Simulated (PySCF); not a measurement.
# TeCl: bond curves at several levels of theory

The task here is to estimate one member of a computed series from the others.

Program: PySCF 2.14.0. Level of theory: Te def2-TZVPP with ECP28, Cl def2-TZVPP, scalar-relativistic core potentials. These are calculated values, not measurements.

Set-up of the first run:

Settings of the job:

| Item | Value |
| --- | --- |
| atoms | Te, Cl |
| charge | 0 |
| basis | Te def2-TZVPP with ECP28, Cl def2-TZVPP |
| Hamiltonian | scalar-relativistic core potentials |
| basis functions | 92 |
| electrons treated | 41 |
| masses in u | 129.9062, 34.9689 |
| levels | PBE0, PBE, r²SCAN, B3LYP, TPSS, BLYP, LDA, HSE06, HF, MP2, SCS-MP2, CCSD, CCSD(T) |
| grid | 80 radial by 434 angular points |
| occupations | held fixed by the projection of orbital angular momentum |
| dissociation limit | Te + Cl, each in its ground configuration |
| starting distance in angstrom | 2.290 |
| values of 2S to try | 1, 3 |

Launch:

```
OMP_NUM_THREADS=1 python dia.py task.json out
```

Among the steps run: Set-up; First curve: PBE0; Excited determinants; PBE; r²SCAN (meta-GGA); B3LYP (global hybrid GGA); TPSS (meta-GGA); BLYP; LDA (local density); HSE06; UHF (mean field); MP2 and coupled cluster.

One of the session's tables, all rows but one given; the rest of the session is left out.

It belongs to the step «The curves together». Energy (eV) from each level's lowest point:

```
R (Å)    UHF  UHF-MP2  UHF-SCS-MP2  UHF-CCSD  UHF-CCSD(T)
1.995  1.414    1.284        1.355       n/a          n/a
2.088  0.623    0.542        0.590     0.598        0.613
2.181      ?        ?            ?         ?            ?
2.250  0.045    0.026        0.040     0.041        0.047
2.320  0.000    0.000        0.000     0.000        0.000
2.390  0.034    0.048        0.036     0.034        0.029
2.482  0.168    0.195        0.166     0.163        0.149
2.598  0.424    0.473        0.430     0.410        0.383
2.738  0.743    1.069        1.035     0.783        0.747
2.923  0.994    1.742        1.701       n/a          n/a
```

**Question.** Estimate the row for R (Å) = 2.181.

Worked estimate for «UHF». A straight line through the neighbours (2.088, 0.623) and (2.250, 0.045) gives 0.623 + (0.045 − 0.623) × (2.181 − 2.088) / (2.250 − 2.088) = 0.291; a parabola fitted to 4 rows on both sides gives 0.178.

The run gave: UHF: 0.195; UHF-MP2: 0.154; UHF-SCS-MP2: 0.182; UHF-CCSD: 0.185; UHF-CCSD(T): 0.195. In «UHF» the line misses by +0.096 and the parabola by -0.017.

Caveats from the session: At some levels the lowest empty orbital lies below the highest filled one (the two can be of opposite spin).
